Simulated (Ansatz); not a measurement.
# As2S: the cost of one run

Method: DFT r2SCAN, scalar-relativistic, plane waves, PAW, in Ansatz 0.2.0.

### Step 1. The system as given

It takes space group I4_1/amd (No. 141, tetragonal). The conventional cell has a = 7.013 Å, b = 7.013 Å, c = 4.972 Å, α = 90.00°, β = 90.00°, γ = 90.00°. As (site symmetry 2/m) is surrounded by 2 S at 2.56 Å and 4 As at 2.77 Å. S (site symmetry -4m2) has 4 As at 2.56 Å as nearest neighbours.

Coordinates:

```cif
data_structure
_symmetry_space_group_name_H-M 'I4_1/amd:1'
_symmetry_Int_Tables_number 141
_cell_length_a 7.0130
_cell_length_b 7.0130
_cell_length_c 4.9718
_cell_angle_alpha 90.000
_cell_angle_beta 90.000
_cell_angle_gamma 90.000
_cell_volume 244.52
loop_
_atom_site_label
_atom_site_type_symbol
_atom_site_symmetry_multiplicity
_atom_site_Wyckoff_symbol
_atom_site_fract_x
_atom_site_fract_y
_atom_site_fract_z
_atom_site_occupancy
As1 As 8 c 0.00000 0.75000 0.12500 1
S1 S 4 b 0.00000 0.00000 0.50000 1
```

(A quick probe on a coarse mesh, which set the mesh and smearing, is not shown.)

### Step 3. Full relaxation

Contents of input.yaml:

```yaml
crystal:
  lattice:
    - [-3.50648, 3.50648, 2.485919]
    - [3.50648, -3.50648, 2.485919]
    - [3.50648, 3.50648, -2.485919]
  atoms:
    - { symbol: As, position: [0.875, 0.125, 0.75] }
    - { symbol: As, position: [0.375, 0.125, 0.25] }
    - { symbol: As, position: [0.875, 0.625, 0.75] }
    - { symbol: As, position: [0.875, 0.125, 0.25] }
    - { symbol: S, position: [0.5, 0.5, 0.0] }
    - { symbol: S, position: [0.25, 0.75, 0.5] }
basis:
  ecutwfc: 500
kpoints:
  mp_grid: { grid: [10, 10, 10] }
hamiltonian:
  xc: r2scan
scf:
  occupations: { method: gaussian, width: 0.1 }
output:
  forces: true
  stress: true
  eigenvalues: true
relax:
  adjacent_minimum: "off"
  f_tol: 0.01
  max_steps: 80
  cell: { stress_tol: 0.05 }
```

Launch:

```bash
$ ansatz run input.yaml --threads 1 --pin off --max-ram 2560MiB --backend cpu --events-out ev --progress --plain --runs-dir out
```

Q: Estimate wall time and peak memory on 1 thread of Arm Neoverse V2, shared host.

About 4.1 min, with a peak of 1.1 GiB.
